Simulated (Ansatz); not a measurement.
This script for Ansatz 0.2.0, Python API starts 6 runs on H3In, SMILES [InH3]. What input does the engine get in each?

`methods_h3in.py`:
```python
# -*- coding: utf-8 -*-
from pathlib import Path

import ansatz as az
import numpy as np

GEOMETRY = """
In    0.01200   -0.04090    0.21310
H     0.35260    1.47350    0.53010
H    -1.10520    0.02920   -1.39290
H     0.79610   -1.52210    0.62940
"""

system = az.Crystal.molecule()
for line in GEOMETRY.strip().splitlines():
    symbol, *xyz = line.split()
    system = system.atom(symbol, [float(v) for v in xyz])

setup = system.calculation().basis(gaussian="def2-SVP")

print("functional    E (Ha)        dipole (D)   HOMO (eV)  LUMO (eV)")
for name in ["pbe", "blyp", "hf", "r2scan", "lc_wpbe", "r2scan0"]:
    r = setup.functional(name).forces().orbitals().run(threads=1, pin="off", runs_dir="runs").report
    lines = Path(r["orbitals_path"]).read_text().splitlines()
    field_of = lambda key: [line.split("=")[1].strip() for line in lines if line.startswith(key)]
    orbitals = [(27.211386 * float(e), s, float(n)) for e, s, n in zip(field_of("Ene="), field_of("Spin="), field_of("Occup="))]
    homo = max(e for e, _, n in orbitals if n > 0.5)
    lumo = min(e for e, _, n in orbitals if n < 0.5)
    dipole = 4.803205 * np.linalg.norm(r["charge_distribution"]["dipole_moment_e_ang"])
    print(f"{name:10s} {r['free_energy_ev'] / 27.211386246:14.6f} {dipole:9.3f} {homo:11.3f} {lumo:10.3f}")
```

Run 1:
```yaml
crystal:
  periodic: [false, false, false]
  atoms:
    - { symbol: In, position_ang: [0.012, -0.0409, 0.2131] }
    - { symbol: H, position_ang: [0.3526, 1.4735, 0.5301] }
    - { symbol: H, position_ang: [-1.1052, 0.0292, -1.3929] }
    - { symbol: H, position_ang: [0.7961, -1.5221, 0.6294] }
basis:
  gaussian:
    orbitals: def2-SVP
hamiltonian:
  xc: pbe
output:
  orbitals: {}
  forces: true
```

Run 2, against run 1:
```diff
-  xc: pbe
+  xc: blyp
```

Run 3, against run 1:
```diff
-  xc: pbe
+  xc: hf
```

Run 4, against run 1:
```diff
-  xc: pbe
+  xc: r2scan
```

Run 5, against run 1:
```diff
-  xc: pbe
+  xc: lc_wpbe
```

Run 6, against run 1:
```diff
-  xc: pbe
+  xc: r2scan0
```

```console
$ python methods_h3in.py
functional    E (Ha)        dipole (D)   HOMO (eV)  LUMO (eV)
pbe           -191.851530     1.327      -6.270     -2.845
blyp          -191.807206     1.334      -6.160     -2.830
hf            -190.884869     1.729     -10.063      0.445
r2scan        -191.927690     1.405      -6.534     -2.541
lc_wpbe       -191.896389     1.493     -10.047     -0.080
r2scan0       -191.894901     1.463      -7.558     -1.904
```

Caveats:
- Total energies depend on the basis set; only differences at equal settings carry meaning.
- The geometry is a force-field or estimated start, not a minimum of this method, and the basis set is short of its limit. A lower total doesn't mark the better method: functionals have no common bound, and MP2 and coupled cluster aren't variational.
- def2 sets replace the cores of elements past krypton by effective core potentials.
- Levels such as HOMO and LUMO are orbital energies: with these approximate functionals they aren't the ionisation energy and electron affinity, and their gap isn't the fundamental gap.
- The whole script took 9.7 s on 1 thread of Arm Neoverse N1, with other jobs on the host, peak memory 0.17 GiB.
